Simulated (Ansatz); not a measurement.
# C₄H₄F₆O: basis-set convergence

The task here is to estimate one member of a computed series from the others.

Method: one geometry, several basis sets; program: Ansatz 0.2.0, Gaussian basis.

Levels to be run: PBE0-D4/def2-SVP; ωB97M-V/def2-SVP; PBE0-D4/def2-QZVPP; ωB97M-V/def2-QZVPP; the functionals' def2-TZVPP values are taken from earlier runs.

### Structure used throughout

All runs share one geometry, relaxed beforehand with PBE0-D4 in a triple-zeta def2 set.

SMILES `FC(F)COC(F)(F)C(F)F`, 15 atoms, charge 0, spin multiplicity 1.

Atoms are counted from 1 here; the program's logs count them from 0.

Bond lengths: F1–C2 1.352 Å, C2–F3 1.354 Å, C2–C4 1.507 Å, C2–H12 1.094 Å, C4–O5 1.421 Å, C4–H13 1.093 Å, C4–H14 1.092 Å, O5–C6 1.345 Å, C6–F7 1.353 Å, C6–F8 1.348 Å, C6–C9 1.534 Å, C9–F10 1.344 Å, C9–F11 1.343 Å, C9–H15 1.094 Å. Angles: F1–C2–F3 107.9°, F1–C2–C4 110.4°, F1–C2–H12 108.2°, F3–C2–C4 108.2°, F3–C2–H12 109.0°, C4–C2–H12 113.0°, C2–C4–O5 106.5°, C2–C4–H13 109.2°, C2–C4–H14 109.2°, O5–C4–H13 111.2°, O5–C4–H14 110.7°, H13–C4–H14 110.0°, C4–O5–C6 116.2°, O5–C6–F7 111.6°, O5–C6–F8 112.0°, O5–C6–C9 108.2°, F7–C6–F8 106.2°, F7–C6–C9 108.5° and more.

Geometry (Å):

```tsv
atom	x (Å)	y (Å)	z (Å)
F1	-1.1972	-0.8691	-2.4543
C2	-0.5808	0.3198	-2.2714
F3	0.0493	0.6440	-3.4252
C4	0.4568	0.2119	-1.1837
O5	-0.2512	0.0127	0.0318
C6	0.4996	-0.1828	1.1308
F7	1.2545	-1.3012	1.0251
F8	1.3604	0.8333	1.3409
C9	-0.4411	-0.3433	2.3320
F10	-1.1377	0.7927	2.5047
F11	0.2914	-0.5705	3.4340
H12	-1.3460	1.0730	-2.0596
H13	1.1164	-0.6324	-1.3994
H14	1.0353	1.1375	-1.1462
H15	-1.1315	-1.1762	2.1696
```

Set-up of the first run:

File in.yaml:

```yaml
crystal:
  periodic: [false, false, false]
  atoms:
    - {symbol: F, position_ang: [-1.197185, -0.869140, -2.454297]}
    - {symbol: C, position_ang: [-0.580792, 0.319765, -2.271357]}
    - {symbol: F, position_ang: [0.049273, 0.643965, -3.425169]}
    - {symbol: C, position_ang: [0.456755, 0.211855, -1.183737]}
    - {symbol: O, position_ang: [-0.251224, 0.012700, 0.031779]}
    - {symbol: C, position_ang: [0.499650, -0.182845, 1.130842]}
    - {symbol: F, position_ang: [1.254502, -1.301152, 1.025134]}
    - {symbol: F, position_ang: [1.360414, 0.833324, 1.340939]}
    - {symbol: C, position_ang: [-0.441135, -0.343259, 2.332024]}
    - {symbol: F, position_ang: [-1.137714, 0.792676, 2.504724]}
    - {symbol: F, position_ang: [0.291388, -0.570515, 3.434003]}
    - {symbol: H, position_ang: [-1.346012, 1.073007, -2.059621]}
    - {symbol: H, position_ang: [1.116407, -0.632390, -1.399370]}
    - {symbol: H, position_ang: [1.035283, 1.137526, -1.146198]}
    - {symbol: H, position_ang: [-1.131511, -1.176216, 2.169605]}
basis:
  gaussian: {orbitals: def2-SVP}
hamiltonian: {xc: pbe0, dispersion: d4}
output: {orbitals: {seedname: orbitals}}
```

Run with:

```sh
> ansatz run in.yaml --threads 4 --pin off --events-out ev --progress --plain --max-ram 66560MiB --backend cpu
```

Steps of the session up to this table: PBE0-D4 in def2-SVP; ωB97M-V in def2-SVP; PBE0-D4 in def2-QZVPP; ωB97M-V in def2-QZVPP.

One of the session's tables, all rows but one given; the rest of the session is left out.

It belongs to the step «Density functionals: the series». 

```
functional       basis  HOMO (eV)  LUMO (eV)
   PBE0-D4    def2-SVP      -9.76       1.92
   PBE0-D4  def2-TZVPP      -9.84       1.34
   PBE0-D4  def2-QZVPP      -9.89       0.80
   ωB97M-V    def2-SVP     -12.19       3.76
   ωB97M-V  def2-TZVPP          ?          ?
   ωB97M-V  def2-QZVPP     -12.35       1.98
```

Estimate the missing values for ωB97M-V, def2-TZVPP.

**Answer.** HOMO (eV): -12.30; LUMO (eV): 2.89. In the column «HOMO (eV)» it lies between ωB97M-V, def2-QZVPP (-12.35) and ωB97M-V, def2-SVP (-12.19).
